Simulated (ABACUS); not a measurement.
## Ta3AsAu2O13 in ABACUS: the effect of functional

Ta3AsAu2O13:

```
Au Ta As O
1.0
     5.34519    3.08604    4.22398
    -5.34519    3.08604    4.22398
     0.00000   -6.17209    4.22398
Au Ta As O
2 3 1 13
Direct
  0.96559 0.96559 0.96559
  0.75105 0.75105 0.75105
  0.23108 0.57229 0.23108
  0.23108 0.23108 0.57229
  0.57229 0.23108 0.23108
  0.55878 0.55878 0.55878
  0.40884 0.66762 0.40884
  0.40884 0.40884 0.66762
  0.66762 0.40884 0.40884
  0.49726 0.01313 0.36024
  0.36024 0.49726 0.01313
  0.01313 0.36024 0.49726
  0.36024 0.01313 0.49726
  0.01313 0.49726 0.36024
  0.49726 0.36024 0.01313
  0.10963 0.74806 0.10963
  0.10963 0.10963 0.74806
  0.74806 0.10963 0.10963
  0.30840 0.30840 0.30840
```

The cell was built by a generator and needn't be a form met in nature.

The cell isn't the ideal one: volume scaled by 1.06.

Alike in all runs:

| Item | Value |
| --- | --- |
| Program | ABACUS 3.10.1 |
| Task | equation of state |
| Potentials or basis | PseudoDojo NC SR 0.4.1 PBE standard |
| Cutoff | 1361 eV |
| Density cutoff | 5442 eV |
| Basis | DZP LCAO (the cutoffs set its grid) |
| k mesh | 3 × 3 × 3 |
| Occupations | fermi-dirac, width 0.05 eV |
| Spin | no spin polarisation |

```tsv
functional	gap on the mesh (eV)	pressure (GPa)	largest force (eV/Å)
LDA	0.76	-8.3	0.96
PBEsol	0.84	-6.5	0.99
revPBE	0.96	-2.8	0.97
BLYP	?	?	?
```

Task: What does the run with functional BLYP give?

Result: gap on the mesh 0.91 eV; pressure -1.5 GPa; largest force 1.00 eV/Å.

Caveats: the atomic orbitals were generated for these runs and aren't a published set; the potentials were made for another functional, which shifts forces and pressure; spin-orbit coupling is left out, which moves the levels of the heavy elements; an odd mesh through Γ misses points on the zone boundary, where band edges often lie; the basis of atomic orbitals isn't converged, which shifts pressures, moduli and gaps.

Runs at the PBE level aren't shown here.
